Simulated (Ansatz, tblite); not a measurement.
**The cluster Ga₁₃Sb₁₁F₆: one state, many levels**

One table from this session's results is given with a row withheld; the runs are named, their logs left out.

Program: Ansatz 0.2.0, Gaussian basis. Level of theory: as each input shows. These are calculated values, not measurements.

Plan: GFN1-xTB, PBE-D4/def2-SVP, r2SCAN-D4/def2-SVP, B97M-V/def2-SVP, PBE0-D4/def2-TZVP, PBE-D4/def2-TZVP, MP2/def2-SVP.

1 further run of the same task is left out (set aside as unsound or not needed). Runs told in other sessions of the task aren't counted.

## The geometry

The geometry is that of the singlet, from an earlier relaxation (PBE-D4/def2-SVP).

30 atoms, charge 0, spin multiplicity 1.

Bond lengths: Sb1–Sb2 2.878 Å, Sb1–Ga12 2.695 Å, Sb1–Ga16 2.630 Å, Sb2–Ga15 2.649 Å, Sb2–Ga17 2.679 Å, Sb3–Ga13 2.667 Å, Sb3–Ga18 2.624 Å, Sb3–Ga19 2.672 Å, Sb4–Ga15 2.659 Å, Sb4–Ga18 2.617 Å, Sb4–Ga20 2.710 Å, Sb5–Ga12 2.646 Å, Sb5–Ga13 2.651 Å, Sb5–Ga15 2.631 Å, Sb5–Ga21 2.684 Å, Sb6–Ga14 2.643 Å, Sb6–Ga21 2.743 Å, Sb6–Ga22 2.664 Å and more. Angles: Sb2–Sb1–Ga12 99.9°, Sb2–Sb1–Ga16 98.7°, Ga12–Sb1–Ga16 78.1°, Sb1–Sb2–Ga15 102.4°, Sb1–Sb2–Ga17 106.8°, Ga15–Sb2–Ga17 71.1°, Ga13–Sb3–Ga18 68.3°, Ga13–Sb3–Ga19 98.3°, Ga18–Sb3–Ga19 71.3°, Ga15–Sb4–Ga18 81.2°, Ga15–Sb4–Ga20 78.1°, Ga18–Sb4–Ga20 97.3°, Ga12–Sb5–Ga13 127.9°, Ga12–Sb5–Ga15 95.6°, Ga12–Sb5–Ga21 108.7°, Ga13–Sb5–Ga15 97.0°, Ga13–Sb5–Ga21 120.0°, Ga15–Sb5–Ga21 95.6° and more.

Sb takes a core potential in the def2 sets. No spin-orbit coupling is included.

PBE0-D4/def2-SVP was run before; its log isn't repeated, and its numbers join the tables.

The first run:

Tight binding, by tblite at 300 K electronic temperature and without a spin-polarisation term:

```python
tblite.interface.Calculator('GFN1-xTB', numbers, positions, charge=0, uhf=0).singlepoint()
```

start.molden holds the orbitals of an earlier run on this state, given as this run's starting guess.

The input, in.yaml:

```yaml
crystal:
  periodic: [false, false, false]
  atoms:
    - {symbol: Sb, position_ang: [-0.893751, -4.388182, 1.077628]}
    - {symbol: Sb, position_ang: [1.280344, -3.904466, -0.745160]}
    - {symbol: Sb, position_ang: [-1.455467, 2.390086, -4.825805]}
    - {symbol: Sb, position_ang: [2.239887, -0.919311, -3.839668]}
    - {symbol: Sb, position_ang: [-1.630426, -0.421622, -1.163362]}
    - {symbol: Sb, position_ang: [-1.856903, 2.420802, 2.228188]}
    - {symbol: Sb, position_ang: [1.099896, -0.468044, 2.047114]}
    - {symbol: Sb, position_ang: [1.570128, 2.960548, -0.749919]}
    - {symbol: Sb, position_ang: [-1.336011, -1.773261, 5.241537]}
    - {symbol: Sb, position_ang: [1.805324, 2.088301, 5.813005]}
    - {symbol: Sb, position_ang: [4.515180, -0.067952, -0.069683]}
    - {symbol: Ga, position_ang: [-2.535174, -2.364079, 0.388994]}
    - {symbol: Ga, position_ang: [-2.562218, 0.341304, -3.524821]}
    - {symbol: Ga, position_ang: [-1.718761, -0.054773, 3.142566]}
    - {symbol: Ga, position_ang: [0.452797, -1.757765, -2.057550]}
    - {symbol: Ga, position_ang: [-0.305084, -2.574864, 2.890022]}
    - {symbol: Ga, position_ang: [2.600218, -1.762532, 0.173857]}
    - {symbol: Ga, position_ang: [0.125401, 0.295548, -4.788694]}
    - {symbol: Ga, position_ang: [0.562882, 2.869573, -3.142450]}
    - {symbol: Ga, position_ang: [2.695673, 0.755791, -1.758238]}
    - {symbol: Ga, position_ang: [-0.216483, 1.295100, 0.339742]}
    - {symbol: Ga, position_ang: [0.437261, 2.515165, 3.579722]}
    - {symbol: Ga, position_ang: [3.479260, 1.411293, 2.917235]}
    - {symbol: Ga, position_ang: [0.665068, -0.054655, 5.040596]}
    - {symbol: F, position_ang: [-4.225915, -2.871247, 0.133374]}
    - {symbol: F, position_ang: [-4.223650, -0.166220, -3.905800]}
    - {symbol: F, position_ang: [-2.846020, -1.195158, 2.005076]}
    - {symbol: F, position_ang: [-1.407252, -0.968495, -4.559565]}
    - {symbol: F, position_ang: [1.859687, 3.287369, -4.331422]}
    - {symbol: F, position_ang: [1.814711, 3.059748, 2.388381]}
basis:
  gaussian: {orbitals: def2-SVP, fitting: {mean_field: def2-universal-jkfit}, initial_orbitals: start.molden}
hamiltonian: {xc: pbe, dispersion: d4}
scf: {omitted_lower_state_checks: [starts]}
output: {forces: true, orbitals: {seedname: orbitals}}
```

Launch:

```console
> ansatz run in.yaml --threads 11 --pin off --events-out ev --progress --plain --max-ram 110592MiB --backend cuda --devices 0, --max-vram 75GiB
```

Among the steps run: PBE-D4/def2-SVP; r2SCAN-D4/def2-SVP; B97M-V/def2-SVP; PBE0-D4/def2-TZVP; PBE-D4/def2-TZVP; MP2/def2-SVP.

One of the session's tables, all rows but one given; the rest of the session is left out.

It belongs to the step «Binding energy». 

```
             level  binding an atom (eV)
       HF/def2-SVP                 1.474
   PBE-D4/def2-SVP                 3.097
  PBE-D4/def2-TZVP                 3.064
r2SCAN-D4/def2-SVP                     ?
   B97M-V/def2-SVP                 2.858
  PBE0-D4/def2-SVP                 2.954
 PBE0-D4/def2-TZVP                 2.939
      MP2/def2-SVP                 2.783
```

Estimate the missing values for r2SCAN-D4/def2-SVP.

The run gave: binding an atom (eV): 2.933. In the column «binding an atom (eV)» it lies between B97M-V/def2-SVP (2.858) and PBE0-D4/def2-TZVP (2.939).

Limits of these values: Free atoms were run apart at each level; binding is atoms less cluster, divided by the number of atoms, without zero-point or spin-orbit terms.
